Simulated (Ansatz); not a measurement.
Run this with Ansatz's Python interface and show what comes out.

`ip_clge2h4.py`
```python
"""Vertical ionisation energy and electron affinity of ClGe2H4."""

import ansatz as az
from ase import Atoms

BASIS_SET = "def2-SVPD"
XC = "cam_b3lyp"


def energy(molecule, charge=0, unpaired=0):
    calc = (
        molecule.calculation()
        .basis(gaussian=BASIS_SET)
        .functional(XC)
    )
    if charge:
        calc = calc.charge(charge)
    if unpaired:
        calc = calc.spin("collinear", total=unpaired)
    report = calc.run(threads=1).report
    if report["published_state_doubts"]:
        print("  doubts:", report["published_state_doubts"])
    return report["free_energy_ev"]

atoms = Atoms(["Cl", "Ge", "Ge", "H", "H", "H", "H"], positions=[
    (-2.4167, -1.4267, -0.2701),
    (-0.3043, -1.3965, -0.2331),
    (0.4705, 0.8608, -0.1615),
    (0.2573, -2.1496, 1.0215),
    (0.019, 1.6197, -1.421),
    (-0.0442, 1.5684, 1.1247),
    (2.0796, 0.856, -0.106),
])
system = az.Crystal.molecule_from_ase(atoms)

# delta-SCF style differences, no relaxation
parent = energy(system, 0, 1)
cation = energy(system, 1, 0)
print(f"E(N)   = {parent:.5f} eV")
print(f"E(N-1) = {cation:.5f} eV  (0 unpaired)")
print(f"vertical ionisation energy {cation - parent:.3f} eV")
other = energy(system, 1, 2)
print(f"to the state with 2 unpaired electrons: {other - parent:.3f} eV")
anion = energy(system, -1, 0)
print(f"E(N+1) = {anion:.5f} eV  (0 unpaired)")
print(f"vertical electron affinity {parent - anion:.3f} eV" + ("" if anion < parent else " (unbound in this basis)"))
print(f"fundamental gap IP - EA = {cation + anion - 2 * parent:.3f} eV")
```

```console
$ python ip_clge2h4.py
E(N)   = -125613.21178 eV
E(N-1) = -125604.84627 eV  (0 unpaired)
vertical ionisation energy 8.366 eV
to the state with 2 unpaired electrons: 10.334 eV
E(N+1) = -125614.79940 eV  (0 unpaired)
vertical electron affinity 1.588 eV
fundamental gap IP - EA = 6.778 eV
```

What to keep in mind:
- Total energies depend on the basis set; only differences at equal settings carry meaning.
- The geometry is a force-field or estimated start, not a minimum of this method, and the basis set is short of its limit. All parts are taken at fixed geometry, without zero-point energy. At an unrelaxed start these energies can be a whole eV from those at the minimum, and a small affinity can change sign.
- The species is open-shell (spin multiplicity 2).
- Only the spin states typed were run; another state of an ion can lie lower, by up to an eV or two.
- Timing: 28 s on 1 thread of Intel(R) Xeon(R) 6975P-C (Granite Rapids) (shared host), peak memory 0.72 GiB.
